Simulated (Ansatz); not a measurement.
# CH₅FMoN₂: small, medium and large basis sets

The task here is to estimate one member of a computed series from the others.

Method: one geometry, several basis sets; program: Ansatz 0.2.0, Gaussian basis.

Levels to be run: PBE0-D4/def2-SVP; ωB97M-V/def2-SVP; PBE0-D4/def2-QZVPP; ωB97M-V/def2-QZVPP; the functionals' def2-TZVPP values are taken from earlier runs.

1 further run of the same task is left out (for a known fault of the program).

## The geometry

An earlier PBE0-D4 in a triple-zeta def2 set relaxation fixed the geometry. Mo takes the def2 core potential; no spin-orbit term is included.

SMILES `[CH3][Mo](=[NH])(=[NH])[F]`, 10 atoms, charge 0, spin multiplicity 1.

Atoms are counted from 1 here; the program's logs count them from 0.

Bond lengths: C1–Mo2 2.103 Å, C1–H6 1.094 Å, C1–H7 1.090 Å, C1–H8 1.094 Å, Mo2–N3 1.720 Å, Mo2–N4 1.720 Å, Mo2–F5 1.868 Å, N3–H9 1.011 Å, N4–H10 1.011 Å. Angles: Mo2–C1–H6 108.0°, Mo2–C1–H7 112.6°, Mo2–C1–H8 108.0°, H6–C1–H7 109.0°, H6–C1–H8 110.2°, H7–C1–H8 109.0°, C1–Mo2–N3 103.3°, C1–Mo2–N4 103.3°, C1–Mo2–F5 112.4°, N3–Mo2–N4 110.4°, N3–Mo2–F5 113.3°, N4–Mo2–F5 113.3°, Mo2–N3–H9 153.4°, Mo2–N4–H10 153.4°.

As a file:

```
C    -1.3611   -0.4047   -0.4737
Mo    0.3214    0.5227    0.3817
N     0.9683   -0.6986    1.4051
N     1.3563    0.7851   -0.9665
F    -0.1184    2.0933    1.2922
H    -2.0623   -0.6415    0.3319
H    -1.1089   -1.3213   -1.0062
H    -1.8159    0.3015   -1.1748
H     1.6909   -1.3411    1.7011
H     2.2127    0.6535   -1.4879
```

The first run:

in.yaml

```yaml
crystal:
  periodic: [false, false, false]
  atoms:
    - {symbol: C, position_ang: [-1.361051, -0.404679, -0.473748]}
    - {symbol: Mo, position_ang: [0.321392, 0.522668, 0.381660]}
    - {symbol: N, position_ang: [0.968293, -0.698588, 1.405119]}
    - {symbol: N, position_ang: [1.356302, 0.785059, -0.966521]}
    - {symbol: F, position_ang: [-0.118435, 2.093271, 1.292158]}
    - {symbol: H, position_ang: [-2.062347, -0.641475, 0.331885]}
    - {symbol: H, position_ang: [-1.108909, -1.321344, -1.006205]}
    - {symbol: H, position_ang: [-1.815888, 0.301471, -1.174764]}
    - {symbol: H, position_ang: [1.690920, -1.341064, 1.701093]}
    - {symbol: H, position_ang: [2.212720, 0.653483, -1.487876]}
basis:
  gaussian: {orbitals: def2-SVP}
hamiltonian: {xc: pbe0, dispersion: d4}
output: {orbitals: {seedname: orbitals}}
```

Command:

```sh
$ ansatz run in.yaml --threads 4 --pin off --events-out ev --progress --plain --max-ram 10444MiB
```

Steps of the session up to this table: PBE0-D4 in def2-SVP; ωB97M-V in def2-SVP; PBE0-D4 in def2-QZVPP; ωB97M-V in def2-QZVPP.

One table of the session follows, with a row left open; its other results are not shown here.

It belongs to the step «Density functionals: the series». 

```
functional       basis  HOMO (eV)  LUMO (eV)
   PBE0-D4    def2-SVP      -8.02      -1.81
   PBE0-D4  def2-TZVPP          ?          ?
   PBE0-D4  def2-QZVPP      -8.10      -1.94
   ωB97M-V    def2-SVP     -10.25       0.32
   ωB97M-V  def2-TZVPP     -10.33       0.19
   ωB97M-V  def2-QZVPP     -10.36       0.13
```

**Question.** Estimate the row for PBE0-D4, def2-TZVPP.

The run gave: HOMO (eV): -8.07; LUMO (eV): -1.91. In the column «HOMO (eV)» it lies between PBE0-D4, def2-QZVPP (-8.10) and PBE0-D4, def2-SVP (-8.02).
